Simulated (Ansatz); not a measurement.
# PbO (Litharge): how the settings move a single-point run

How sensitive is a single-point run of PbO (Litharge) to its settings? A reference run comes first, then one run with altered input.

The COD entry's cell or inner coordinates are ideal or old and differ from later refinements, so a difference from it is no clean test against experiment.

Computed with Ansatz 0.2.0 (reference: DFT, PBEsol, PAW with Ansatz's default frozen-core files, scalar-relativistic; levels and slopes on a fine mesh, independent-particle optical spectra, unless a step's input says otherwise).

## (1) The system as given

Symmetry: P4/nmm, No. 129, tetragonal system. The conventional cell has a = 3.987 Å, b = 3.987 Å, c = 5.080 Å, α = 90.00°, β = 90.00°, γ = 90.00°. Pb (site symmetry 4mm) has 4 O at 2.32 Å in its first shell of neighbours. Around O (site symmetry -4m2) lie 4 Pb at 2.32 Å.

Structure file:

```xyz
4
Lattice="3.9875 0.0000 0.0000 0.0000 3.9875 0.0000 0.0000 0.0000 5.0799" Properties=species:S:1:pos:R:3 pbc="T T T"
Pb    0.0000    1.9937    1.1844
Pb    1.9937    0.0000    3.8954
O     0.0000    0.0000    0.0000
O     1.9937    1.9937    0.0000
```

## (2) Reference

The input, input.yaml:

```yaml
crystal:
  lattice:
    - [3.98748361208, 0.0, 0.0]
    - [0.0, 3.98748361208, 0.0]
    - [0.0, 0.0, 5.07987940846]
  atoms:
    - { symbol: Pb, position: [0.0, 0.5, 0.23316329847] }
    - { symbol: Pb, position: [0.5, 0.0, 0.76683670153] }
    - { symbol: O, position: [0.0, 0.0, 0.0] }
    - { symbol: O, position: [0.5, 0.5, 0.0] }
kpoints:
  mp_grid: { grid: [6, 6, 6] }
scf:
  occupations: { method: fixed }
hamiltonian:
  xc: pbesol
  pseudopotentials: { kind: paw }
output:
  forces: true
  stress: true
  eigenvalues: true
  eigenstates:
    nscf_kmesh: { grid: [8, 8, 8] }
    de_dk: true
    e_range: [-9, 11.23382682259]
  optics:
    e_range: [0, 25]
    de: 0.2
    sigma: 0.2
    bands: { spectra_wanted_up_to: 25 }
    nscf_kmesh: { grid: [8, 8, 8] }
checkpoint:
  write: ck
  write_wavefunctions: false
```

Command:

```console
ansatz run input.yaml --threads 2 --pin off --max-ram 6144MiB --backend cpu --events-out ev --progress --plain --runs-dir out
```

## (3) Changed: n_extra_bands 1

input.yaml, as its differences from that of step 2:

```diff
@@ -14,2 +14,3 @@
   occupations: { method: fixed }
+  n_extra_bands: 1
 hamiltonian:
```

**Question.** What will these runs give? Wanted: for each run, ending; energy change; pressure; gap; force.

As calculated:

```csv
run,ending,energy change,pressure (GPa),gap (eV),force (eV/Å),cycles,time
reference,converged,0,0.0,1.24,0.00,-,51 s
1: n_extra_bands 1,converged,0.0 meV/atom,0.0,1.24,0.00,10,55 s
```

Residual by cycle in the longest SCF loop of each run; runs are numbered as in the table. The quantity is the density residual dr2, in eV.

```csv
cycle,reference,run 1
1,0.135,0.132
2,0.0234,0.0183
3,5.3e-4,5.2e-4
4,5.3e-5,3.4e-5
5,3.5e-6,3.0e-6
6,5.8e-7,2.3e-7
7,7.2e-9,1.6e-8
8,2.4e-9,1.4e-9
9,8.3e-11,5.4e-11
10,2.4e-12,2.2e-12
```

What this shows: Energy and cycle count are those of the reference, so the change (band count) left the result and the number of cycles as they were. The gap of the reference lacks spin-orbit coupling, though the cell holds Pb.

The gaps are Kohn-Sham values of a semilocal functional, not quasiparticle or optical gaps. Such gaps usually fall short of the measured ones; spin-orbit coupling, left out here, narrows gaps with Pb, so the two errors partly cancel.
